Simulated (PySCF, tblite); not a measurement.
# C₄₀H₁₆: electronic excitations, NMR shifts

Aim: compute the electronic excitations, NMR shifts of C₄₀H₁₆ (`c1cc2ccc3cc4cc5ccc6ccc7ccc8cc9cc%10ccc1c1c2c3c2c4c3c5c6c7c8c3c9c2c%101`).

Computed with tblite 0.8.0 and PySCF 2.14.0 and routines of our own; the level stands in each step. Atoms count from 0.

## 1. The starting structure

56 atoms, charge 0, multiplicity 1; geometry from: force field, distance geometry or constructed start.

## 2. Geometry optimisation with GFN2-xTB

The job: settings as JSON, then the geometry in Å.

```
{"job": {"kind": "relax", "xc": "GFN2-xTB", "basis": "xTB"}, "charge": 0, "multiplicity": 1}
C      6.099200    -0.749100     0.108800
C      6.102200     0.651800     0.108500
C      4.911600     1.371400     0.096700
C      4.899100     2.778700     0.094300
C      3.694300     3.479600     0.084100
C      2.464900     2.803700     0.052900
C      1.250900     3.502600     0.032100
C      0.025900     2.825400     0.011800
C     -1.192100     3.518400    -0.010200
C     -2.426000     2.842700    -0.033400
C     -3.641400     3.538500    -0.057200
C     -4.857500     2.850700    -0.080100
C     -4.887200     1.453100    -0.080500
C     -6.092100     0.746700    -0.113000
C     -6.107700    -0.644200    -0.115300
C     -4.908300    -1.373100    -0.089400
C     -4.899500    -2.772400    -0.099600
C     -3.696400    -3.484200    -0.081700
C     -2.468800    -2.802500    -0.053000
C     -1.247900    -3.499900    -0.032800
C     -0.024800    -2.818900    -0.008700
C      1.193900    -3.519000     0.009600
C      2.426600    -2.839000     0.041500
C      3.635200    -3.544000     0.053600
C      4.855500    -2.850100     0.081000
C      4.877800    -1.453300     0.087900
C      3.666900    -0.734000     0.064700
C      3.676800     0.677800     0.071800
C      2.458500     1.393400     0.048400
C      1.230200     0.696400     0.028600
C      0.014800     1.412600     0.004000
C     -1.219800     0.716900    -0.019800
C     -2.436500     1.432500    -0.042000
C     -3.664100     0.734900    -0.061700
C     -3.676200    -0.675400    -0.073800
C     -2.457400    -1.390800    -0.053300
C     -1.229900    -0.695900    -0.029300
C     -0.010300    -1.409500    -0.007700
C      1.218900    -0.719600     0.020000
C      2.430600    -1.429000     0.041400
H      7.042500    -1.282400     0.129900
H      7.068000     1.161100     0.138700
H      5.839600     3.331200     0.116200
H      3.728200     4.567700     0.083200
H      1.256000     4.591100     0.041800
H     -1.188300     4.610700    -0.009300
H     -3.649900     4.627600    -0.052100
H     -5.781200     3.426100    -0.093000
H     -7.041000     1.280500    -0.125800
H     -7.060200    -1.166000    -0.132900
H     -5.835600    -3.337500    -0.116700
H     -3.719100    -4.566900    -0.085300
H     -1.260100    -4.589800    -0.039300
H      1.183000    -4.610700     0.002900
H      3.653100    -4.628400     0.053000
H      5.780300    -3.420600     0.095800
```

Started as:

```bash
$ OMP_NUM_THREADS=4 python large_run.py task.json out
```

The driver reads the jobs from task.json and runs them one after another.

The log of the run:

```text
step      E/eV     max force
  0   -2558.08264    2.582
  1   -2558.37126    1.280
  2   -2558.44491    0.191
  3   -2558.45014    0.105
  4   -2558.45304    0.067
  5   -2558.45431    0.060
  6   -2558.45629    0.050
  7   -2558.45745    0.048
  8   -2558.45834    0.040
  9   -2558.45882    0.026
 10   -2558.45910    0.023
 11   -2558.45927    0.020
 12   -2558.45941    0.020
```

Wall time 1.2 s (4 threads of INTEL XEON PLATINUM 8581C at 2.10GHz, shared host); peak memory 0.18 GiB.

Along the way:

| step | energy from step 0 (eV) | largest force (eV/Å) |
| --- | --- | --- |
| 0 | 0.0000 | 2.5816 |
| 1 | -0.2886 | 1.2799 |
| 2 | -0.3623 | 0.1910 |
| 3 | -0.3675 | 0.1049 |
| 4 | -0.3704 | 0.0667 |
| 5 | -0.3717 | 0.0604 |
| 6 | -0.3736 | 0.0499 |
| 7 | -0.3748 | 0.0479 |
| 8 | -0.3757 | 0.0395 |
| 9 | -0.3762 | 0.0259 |
| 10 | -0.3765 | 0.0228 |
| 11 | -0.3766 | 0.0206 |
| 12 | -0.3768 | 0.0201 |

Close pairs (by a distance rule), those that changed most:

| bond | before (Å) | after (Å) | change (Å) |
| --- | --- | --- | --- |
| C23–C24 | 1.404 | 1.354 | -0.050 |
| C16–C17 | 1.398 | 1.354 | -0.044 |
| C10–C11 | 1.397 | 1.354 | -0.043 |
| C3–C4 | 1.394 | 1.354 | -0.040 |
| C22–C23 | 1.399 | 1.428 | +0.028 |
| C24–C25 | 1.397 | 1.425 | +0.028 |
| C0–C1 | 1.401 | 1.373 | -0.028 |
| C11–C12 | 1.398 | 1.425 | +0.027 |

The end geometry stands in the next job.

## 3. Electronic excitations: TDDFT CAM-B3LYP/6-31G*

The job: settings as JSON, then the geometry in Å.

```
{"job": {"kind": "uv", "basis": "6-31G*", "grid": 1, "kgrid": 0, "vcut": 1.5, "nstates": 6, "ntriplets": 2, "tda": false, "delta": ["ip_vertical"], "pop": true, "xc": "CAM-B3LYP"}, "charge": 0, "multiplicity": 1}
C      6.087734    -0.735907     0.111418
C      6.098856     0.637338     0.115015
C      4.904603     1.373418     0.095036
C      4.886907     2.798223     0.097457
C      3.722395     3.489106     0.080134
C      2.460534     2.821758     0.054947
C      1.258267     3.510346     0.035642
C      0.022923     2.843080     0.009844
C     -1.201629     3.530070    -0.011117
C     -2.414810     2.861110    -0.035333
C     -3.665824     3.548479    -0.055752
C     -4.841265     2.876355    -0.079060
C     -4.881702     1.452017    -0.084248
C     -6.087834     0.735602    -0.109693
C     -6.098829    -0.637599    -0.113941
C     -4.904189    -1.373055    -0.094074
C     -4.886092    -2.797893    -0.099066
C     -3.721498    -3.488504    -0.081040
C     -2.459911    -2.820770    -0.055460
C     -1.257512    -3.508964    -0.035853
C     -0.022438    -2.841491    -0.010639
C      1.201831    -3.528943     0.009888
C      2.414803    -2.859854     0.036092
C      3.665383    -3.547955     0.056309
C      4.840944    -2.876199     0.080607
C      4.881482    -1.451891     0.086591
C      3.661393    -0.737879     0.065347
C      3.672907     0.679733     0.070092
C      2.452999     1.395982     0.049523
C      1.227901     0.703026     0.025120
C      0.011436     1.416887     0.004547
C     -1.216384     0.722834    -0.020274
C     -2.430103     1.435495    -0.040458
C     -3.661183     0.738663    -0.064764
C     -3.672598    -0.678969    -0.070298
C     -2.452679    -1.395024    -0.050446
C     -1.227913    -0.701532    -0.025080
C     -0.011378    -1.415291    -0.005123
C      1.216380    -0.721286     0.020219
C      2.430069    -1.434158     0.040499
H      7.018415    -1.286303     0.127145
H      7.038792     1.171495     0.134224
H      5.835294     3.317611     0.116185
H      3.723938     4.570155     0.083563
H      1.266948     4.591520     0.039927
H     -1.193319     4.611143    -0.007840
H     -3.649349     4.629318    -0.051957
H     -5.781022     3.411381    -0.093749
H     -7.019258     1.284798    -0.125214
H     -7.038785    -1.171945    -0.132851
H     -5.834163    -3.317993    -0.117179
H     -3.721720    -4.569604    -0.084556
H     -1.266195    -4.590050    -0.038508
H      1.192888    -4.610120     0.005640
H      3.648336    -4.628810     0.052741
H      5.780584    -3.411314     0.095952
```

With the program's defaults for keys left out, this is: TDDFT CAM-B3LYP/6-31G*, vertical, gas phase, core orbitals frozen in the response, virtual orbitals cut by energy.

The log of the run:

```text
start: PBE on a coarse grid of 49572 points
cycle   1  E = -1532.3935867719  dE =  7.935e+00  |g| = 9.060e-01  |ddm| = 1.198e+01
cycle   2  E = -1532.3751429303  dE =  1.844e-02  |g| = 9.514e-01  |ddm| = 3.355e+00
cycle   3  E = -1532.6276623756  dE = -2.525e-01  |g| = 2.260e-01  |ddm| = 1.771e+00
cycle   4  E = -1532.6354814343  dE = -7.819e-03  |g| = 1.492e-01  |ddm| = 4.890e-01
cycle   5  E = -1532.6430837788  dE = -7.602e-03  |g| = 2.996e-02  |ddm| = 2.408e-01
cycle   6  E = -1532.6432750343  dE = -1.913e-04  |g| = 1.604e-02  |ddm| = 5.514e-02
cycle   7  E = -1532.6433312383  dE = -5.620e-05  |g| = 8.454e-03  |ddm| = 2.987e-02
final grid: 219021 points
cycle   8  E = -1533.2012523969  dE = -2.391e-02  |g| = 4.357e-02  |ddm| = 8.843e-01
cycle   9  E = -1533.2023119487  dE = -1.060e-03  |g| = 2.668e-02  |ddm| = 1.753e-01
cycle  10  E = -1533.2025065368  dE = -1.946e-04  |g| = 1.870e-02  |ddm| = 6.367e-02
cycle  11  E = -1533.2026407334  dE = -1.342e-04  |g| = 5.376e-03  |ddm| = 3.556e-02
cycle  12  E = -1533.2026538992  dE = -1.317e-05  |g| = 1.794e-03  |ddm| = 1.168e-02
cycle  13  E = -1533.2026606934  dE = -6.794e-06  |g| = 1.160e-03  |ddm| = 6.325e-03
cycle  14  E = -1533.2026614099  dE = -7.165e-07  |g| = 4.404e-04  |ddm| = 3.708e-03
cycle  15  E = -1533.2026608926  dE =  5.173e-07  |g| = 1.208e-04  |ddm| = 1.035e-03
cycle  16  E = -1533.2026578906  dE =  3.002e-06  |g| = 4.062e-05  |ddm| = 7.390e-04
converged SCF energy = -1533.2026578906
Vertical ionisation energy (delta-SCF) = 5.7620 eV   <S^2> = 0.842

Static polarisability (au): isotropic 501.461, principal 106.500 584.672 813.212

Singlet excitations
state   eV       nm        f      main configurations
  1   2.3409    529.6   0.27799   H->L 0.97
  2   2.9262    423.7   0.00180   H-1->L 0.50, H->L+1 0.45
  3   3.1754    390.5   0.00000   H-2->L 0.55, H->L+2 0.41
  4   3.3016    375.5   0.00000   H->L+2 0.51, H-2->L 0.38
  5   3.7732    328.6   0.00000   H->L+3 0.90
  6   3.9743    312.0   0.00001   H-3->L 0.85

Triplet excitations (Tamm-Dancoff, eV): 1.2574 2.3948
```

It took 3.7 min on 4 threads of INTEL XEON PLATINUM 8581C at 2.10GHz, shared host; peak memory 3.4 GiB.

Frontier orbitals and where they lie:

| orbital | eV | atoms |
| --- | --- | --- |
| HOMO−4 | -8.09 | C39 6 %, C28 6 %, C35 6 % |
| HOMO−3 | -7.58 | C36 6 %, C29 6 %, C38 6 % |
| HOMO−2 | -6.89 | C37 8 %, C30 8 %, C10 6 % |
| HOMO−1 | -6.78 | C1 6 %, C13 6 %, C0 6 % |
| HOMO | -5.46 | C8 10 %, C6 10 %, C21 10 % |
| LUMO | -1.60 | C6 9 %, C8 9 %, C21 9 % |
| LUMO+1 | -0.21 | C13 6 %, C1 6 %, C14 6 % |
| LUMO+2 | -0.12 | C37 8 %, C30 8 %, C23 6 % |
| LUMO+3 | 0.41 | C36 8 %, C29 8 %, C38 8 % |

With each of the 6 states as a Gaussian band of 0.4 eV half-width at 1/e, the curve within the window shown has maxima at 529 nm (ε 11,000) L/(mol cm). Beyond the last state computed it falls off for lack of states. The curve at chosen wavelengths:

(nm, ε (L/mol/cm)): (290, 0), (307, 0), (324, 1), (341, 4), (358, 16), (374, 59), (391, 203), (408, 606), (425, 1489), (442, 3002), (459, 5063), (476, 7333), (493, 9348), (509, 10660), (526, 11248), (543, 11028), (560, 10177), (577, 8933), (594, 7525), (611, 6128), (628, 4854), (644, 3819), (661, 2907), (678, 2181), (695, 1618), (712, 1189)

Ground-state properties from the same run:

| property | computed |
| --- | --- |
| dipole moment (D) | 0.00 |
| polarisability (Å³) | 74.31 |
| HOMO–LUMO gap (eV) | 3.86 |
| −ε(HOMO) (eV) | 5.46 |

## 4. NMR shifts: GIAO KT3/pcSseg-1

Settings changed since step 3:

```diff
@@ -1,2 +1,2 @@
-{"job": {"kind": "uv", "basis": "6-31G*", "grid": 1, "kgrid": 0, "vcut": 1.5, "nstates": 6, "ntriplets": 2, "tda": false, "delta": ["ip_vertical"], "pop": true, "xc": "CAM-B3LYP"}, "charge": 0, "multiplicity": 1}
+{"job": {"kind": "nmr", "xc": "KT3", "basis": "pcSseg-1", "pop": false}, "charge": 0, "multiplicity": 1}
 C      6.087734    -0.735907     0.111418
```

With the program's defaults for keys left out, this is: GIAO KT3/pcSseg-1 NMR shielding, non-relativistic, gas phase.

The log of the run:

```text
nearly dependent basis: matrix products in double precision
start: PBE on a coarse grid of 49572 points
cycle   1  E = -1531.4639500511  dE =  7.909e+00  |g| = 8.921e-01  |ddm| = 1.185e+01
cycle   2  E = -1531.4261352193  dE =  3.781e-02  |g| = 9.734e-01  |ddm| = 4.447e+00
cycle   3  E = -1531.6888322710  dE = -2.627e-01  |g| = 1.931e-01  |ddm| = 2.820e+00
cycle   4  E = -1531.6922329311  dE = -3.401e-03  |g| = 1.478e-01  |ddm| = 5.282e-01
cycle   5  E = -1531.6995165707  dE = -7.284e-03  |g| = 2.766e-02  |ddm| = 2.857e-01
cycle   6  E = -1531.6996756671  dE = -1.591e-04  |g| = 1.548e-02  |ddm| = 5.638e-02
cycle   7  E = -1531.6997255812  dE = -4.991e-05  |g| = 8.031e-03  |ddm| = 3.272e-02
final grid: 463568 points
cycle   8  E = -1559.5991825327  dE = -9.011e-02  |g| = 3.558e-02  |ddm| = 3.993e+00
cycle   9  E = -1559.5958874013  dE =  3.295e-03  |g| = 9.796e-02  |ddm| = 3.050e-01
cycle  10  E = -1559.5991700588  dE = -3.283e-03  |g| = 3.107e-02  |ddm| = 2.002e-01
cycle  11  E = -1559.5993815149  dE = -2.115e-04  |g| = 2.284e-02  |ddm| = 8.161e-02
cycle  12  E = -1559.5995649112  dE = -1.834e-04  |g| = 4.101e-03  |ddm| = 4.062e-02
cycle  13  E = -1559.5995692055  dE = -4.294e-06  |g| = 1.317e-03  |ddm| = 8.155e-03
cycle  14  E = -1559.5995694627  dE = -2.572e-07  |g| = 9.689e-04  |ddm| = 3.604e-03
cycle  15  E = -1559.5995697501  dE = -2.874e-07  |g| = 1.373e-04  |ddm| = 1.580e-03
cycle  16  E = -1559.5995697538  dE = -3.714e-09  |g| = 8.045e-05  |ddm| = 3.692e-04
converged SCF energy = -1559.5995697538

GIAO shielding tensors (ppm)
atom      isotropic    diamagn.    paramagn.     s11        s22        s33       span
  0 C       66.225     244.727    -178.502    -20.657     57.748    161.585    182.243
  1 C       66.265     244.667    -178.402    -20.570     57.718    161.647    182.217
  2 C       63.194     241.634    -178.440     -5.875      9.251    186.207    192.082
  3 C       61.412     249.551    -188.139    -25.118     60.448    148.905    174.024
  4 C       61.646     242.603    -180.957    -23.888     60.958    147.867    171.755
  5 C       61.631     250.710    -189.079    -11.753     14.219    182.427    194.180
  6 C       65.220     250.556    -185.336     -5.289     59.389    141.560    146.849
  7 C       63.612     252.316    -188.704     -5.314      7.367    188.784    194.099
  8 C       65.236     250.529    -185.293     -5.256     59.389    141.575    146.830
  9 C       61.643     250.626    -188.983    -11.712     14.188    182.452    194.163
 10 C       61.643     242.643    -181.001    -23.879     60.929    147.877    171.756
 11 C       61.411     249.557    -188.146    -25.116     60.442    148.907    174.023
 12 C       63.188     241.601    -178.413     -5.878      9.234    186.207    192.085
 13 C       66.230     244.740    -178.510    -20.661     57.749    161.601    182.261
 14 C       66.228     244.758    -178.530    -20.677     57.753    161.608    182.285
 15 C       63.192     241.505    -178.313     -5.894      9.275    186.197    192.091
 16 C       61.432     249.559    -188.127    -25.077     60.462    148.911    173.988
 17 C       61.635     242.636    -181.000    -23.889     60.955    147.840    171.728
 18 C       61.639     250.618    -188.978    -11.738     14.212    182.444    194.182
 19 C       65.201     250.543    -185.342     -5.327     59.399    141.530    146.857
 20 C       63.618     252.249    -188.631     -5.335      7.395    188.794    194.129
 21 C       65.189     250.561    -185.371     -5.350     59.429    141.490    146.840
 22 C       61.638     250.664    -189.026    -11.749     14.215    182.448    194.197
 23 C       61.623     242.590    -180.966    -23.928     60.957    147.841    171.769
 24 C       61.418     249.563    -188.145    -25.111     60.473    148.893    174.004
 25 C       63.181     241.527    -178.346     -5.952      9.285    186.209    192.161
 26 C       72.829     242.799    -169.971      5.315     11.327    201.844    196.529
 27 C       72.829     242.866    -170.037      5.290     11.348    201.848    196.558
 28 C       73.185     237.665    -164.480      7.521     13.963    198.072    190.551
 29 C       73.326     244.807    -171.482      5.347     16.293    198.336    192.989
 30 C       74.835     239.729    -164.894      8.756     14.899    200.849    192.093
 31 C       73.326     244.735    -171.408      5.326     16.318    198.335    193.009
 32 C       73.196     237.526    -164.330      7.518     13.977    198.093    190.575
 33 C       72.825     242.866    -170.041      5.282     11.362    201.833    196.551
 34 C       72.825     242.905    -170.080      5.301     11.327    201.847    196.546
 35 C       73.189     237.504    -164.315      7.506     13.978    198.082    190.576
 36 C       73.330     244.732    -171.402      5.338     16.320    198.333    192.996
 37 C       74.834     239.724    -164.890      8.732     14.933    200.839    192.107
 38 C       73.328     244.657    -171.329      5.353     16.293    198.339    192.986
 39 C       73.187     237.541    -164.355      7.505     13.994    198.061    190.556
 40 H       22.091      29.641      -7.551     12.870     25.618     27.784     14.913
 41 H       22.094      29.626      -7.532     12.871     25.628     27.783     14.912
 42 H       22.391      30.382      -7.991     13.807     25.599     27.767     13.960
 43 H       22.249      31.285      -9.036     13.183     25.351     28.212     15.030
 44 H       21.225      37.646     -16.421      9.469     25.058     29.146     19.677
 45 H       21.227      37.637     -16.410      9.471     25.061     29.149     19.678
 46 H       22.249      31.293      -9.043     13.182     25.349     28.216     15.034
 47 H       22.390      30.397      -8.007     13.805     25.598     27.767     13.962
 48 H       22.091      29.632      -7.540     12.869     25.623     27.781     14.912
 49 H       22.091      29.631      -7.541     12.870     25.621     27.780     14.910
 50 H       22.391      30.388      -7.998     13.804     25.601     27.767     13.963
 51 H       22.247      31.288      -9.041     13.180     25.348     28.213     15.034
 52 H       21.226      37.625     -16.399      9.469     25.057     29.152     19.683
 53 H       21.223      37.640     -16.416      9.469     25.053     29.148     19.679
 54 H       22.248      31.296      -9.048     13.182     25.345     28.217     15.034
 55 H       22.392      30.392      -8.001     13.809     25.597     27.769     13.960
```

Run time: 43 s. Hardware: 4 threads of INTEL XEON PLATINUM 8581C at 2.10GHz, shared host; peak memory 2.8 GiB.

Shifts follow as δ = σ(reference) − σ, with reference shieldings (ppm) from runs at the same level and on the same kind of geometry: 1H TMS 31.76, 13C TMS 184.7. The references are single molecules in the gas phase. Atoms listed in one row are averaged.

| atoms | environment | σ (ppm) | δ (ppm) |
| --- | --- | --- | --- |
| C3, C11, C16, C24 | aromatic CH | 61.4 | 123.3 |
| C4, C10, C17, C23 | aromatic CH | 61.6 | 123.1 |
| C5, C9, C18, C22 | ring-fusion aromatic carbon | 61.6 | 123.1 |
| C2, C12, C15, C25 | ring-fusion aromatic carbon | 63.2 | 121.5 |
| C7, C20 | ring-fusion aromatic carbon | 63.6 | 121.1 |
| C6, C8, C19, C21 | aromatic CH | 65.2 | 119.5 |
| C0, C1, C13, C14 | aromatic CH | 66.2 | 118.5 |
| C26, C27, C33, C34 | ring-fusion aromatic carbon | 72.8 | 111.9 |
| C28, C32, C35, C39 | ring-fusion aromatic carbon | 73.2 | 111.5 |
| C29, C31, C36, C38 | ring-fusion aromatic carbon | 73.3 | 111.4 |
| C30, C37 | ring-fusion aromatic carbon | 74.8 | 109.9 |
| H44, H45, H52, H53 | hydrogen on an aromatic CH | 21.23 | 10.53 |
| H40, H41, H48, H49 | hydrogen on an aromatic CH | 22.09 | 9.67 |
| H43, H46, H51, H54 | hydrogen on an aromatic CH | 22.25 | 9.51 |
| H42, H47, H50, H55 | hydrogen on an aromatic CH | 22.39 | 9.37 |

Ring of atoms C0, C1, C2, C25, C26, C27: NICS(0) -14.4, NICS(1) -16.2, NICS(1)zz -41.5 ppm (means of both faces).

Ring of atoms C2, C3, C4, C5, C27, C28: NICS(0) -3.4, NICS(1) -7.3, NICS(1)zz -14.4 ppm (means of both faces).

Ring of atoms C5, C6, C7, C28, C29, C30: NICS(0) -10.7, NICS(1) -13.5, NICS(1)zz -32.5 ppm (means of both faces).

## 5. Outcome

| quantity | value |
| --- | --- |
| lowest singlet (CAM-B3LYP/6-31G*) | 2.34 eV (530 nm), f = 0.278 |
| lowest triplet | 1.26 eV |
| 13C shifts against TMS (KT3/pcSseg-1, means over atoms taken as alike) | 123.3, 123.1, 123.1, 121.5, 121.1, 119.5, 118.5, 111.9, 111.5, 111.4, 109.9 ppm |
| 1H shifts against TMS (KT3/pcSseg-1, means over atoms taken as alike) | 10.53, 9.67, 9.51, 9.37 ppm |

**Reading.** The first singlet state (HOMO→LUMO 0.97) lies at 2.34 eV and is bright. State 1 absorbs in the visible (530 nm). The lowest triplet lies 1.08 eV below the lowest singlet (triplets in Tamm-Dancoff, singlets in full TDDFT). NICS(1)zz of -42 ppm above the planar ring from C0 marks a diatropic (aromatic) ring current. NICS(1)zz of -33 ppm above the planar ring from C5 marks a diatropic (aromatic) ring current.
